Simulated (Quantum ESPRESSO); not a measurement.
# Hf3F: zone-centre phonons under several settings

```
Hf F
1.0
     3.01827    0.00000    0.00000
     0.00000    4.21978    0.00000
     0.00000    0.00000    5.91486
Hf F
3 1
Direct
  0.00000 0.00000 0.50000
  0.50000 0.50000 0.75392
  0.50000 0.50000 0.24608
  0.00000 0.00000 0.00000
```

The cell was built by a generator and needn't be a form met in nature.

All runs used Quantum ESPRESSO 7.5; potentials PseudoDojo 0.4.1 SR PBEsol standard; k mesh 4 × 2 × 2, shifted; no spin polarisation; cutoff 1143 eV; occupations fermi-dirac, width 0.05 eV.

```csv
level,geometry,volume (Å³/atom),pressure (GPa),lowest optical mode without the field (cm⁻¹),highest optical mode without the field (cm⁻¹)
PBEsol,relaxed at 0 GPa,18.57,1.0,239i,175
PBEsol,relaxed at 2 GPa,18.22,3.0,239i,178
PBEsol,relaxed at 10 GPa,?,10.0,?,?
PBEsol,relaxed at 15 GPa,16.66,15.0,225i,190
```

**Question.** What stands in the row left open?

**Answer.** Volume 17.28 Å³/atom; lowest optical mode without the field 227i cm⁻¹; highest optical mode without the field 186 cm⁻¹.

Values marked i are imaginary: the cell is unstable against those modes at that level, or the meshes are too thin.

Caveats: all runs use coarse meshes; the mesh is thin for the phonons of a metal; some modes are imaginary; an odd number of electrons without spin polarisation forces a metal; a magnetic or distorted state may lie lower; the cell is more than 3 GPa from zero pressure, which shifts response properties (some runs).

For the row left open. Caveat: the k mesh is coarse (spacing up to 0.74 Å⁻¹), so the values aren't converged; the mesh is thin for the phonons of a metal; some modes are imaginary; the cell is more than 3 GPa from zero pressure, which shifts response properties; an odd number of electrons without spin polarisation forces a metal; a magnetic or distorted state may lie lower.
